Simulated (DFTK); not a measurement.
## TaO under changes of volume

One of the cells (15.693 Å³/atom); the others are scaled copies at fixed shape and fractional positions:

```xyz
2
Lattice="3.0661 0.0000 0.0000 -1.5331 2.6553 0.0000 0.0000 0.0000 3.8550" Properties=species:S:1:pos:R:3 pbc="T T T"
Ta    0.0000    0.0000    1.9275
O     0.0000    0.0000    0.0000
```

The cell was built by a generator and needn't be a form met in nature.

```yaml
Program: DFTK 0.8.2
Functional: PBE
Potentials_or_basis: dojo.nc.sr.pbe.v0_4_1.standard.upf (PBE)
Cutoff: 1143 eV
k_mesh: 10 × 10 × 7
Occupations: fermi-dirac, width 0.05 eV
Spin: no spin polarisation
```

```csv
volume (Å³/atom),energy over the lowest point (meV/atom),pressure (GPa)
14.751,31.01,12.1
15.065,12.17,7.4
15.379,2.11,3.1
15.693,0.00,-0.8
16.007,?,?
16.321,16.67,-7.5
16.634,34.16,-10.3
```

Task: What does the run at 16.007 Å³/atom give?

Result: Energy over the lowest point 5.08 meV/atom; pressure -4.3 GPa.

Worked out: A Birch-Murnaghan fit of order 3 (a polynomial in V^(-2/3)) to the other rows has its minimum at 15.62 Å³/atom with B0 = V·E''(V) = 187 GPa and B' = 3.9 at fixed shape and positions, which overstates the stiffness. It gives 5.07 meV/atom at 16.007 Å³/atom, against the run's 5.08, and -dE/dV = -4.3 GPa, against -4.3.

Energies are extrapolated to zero smearing.

Caveats: an odd number of electrons without spin polarisation forces a metal; a magnetic or distorted state may lie lower.
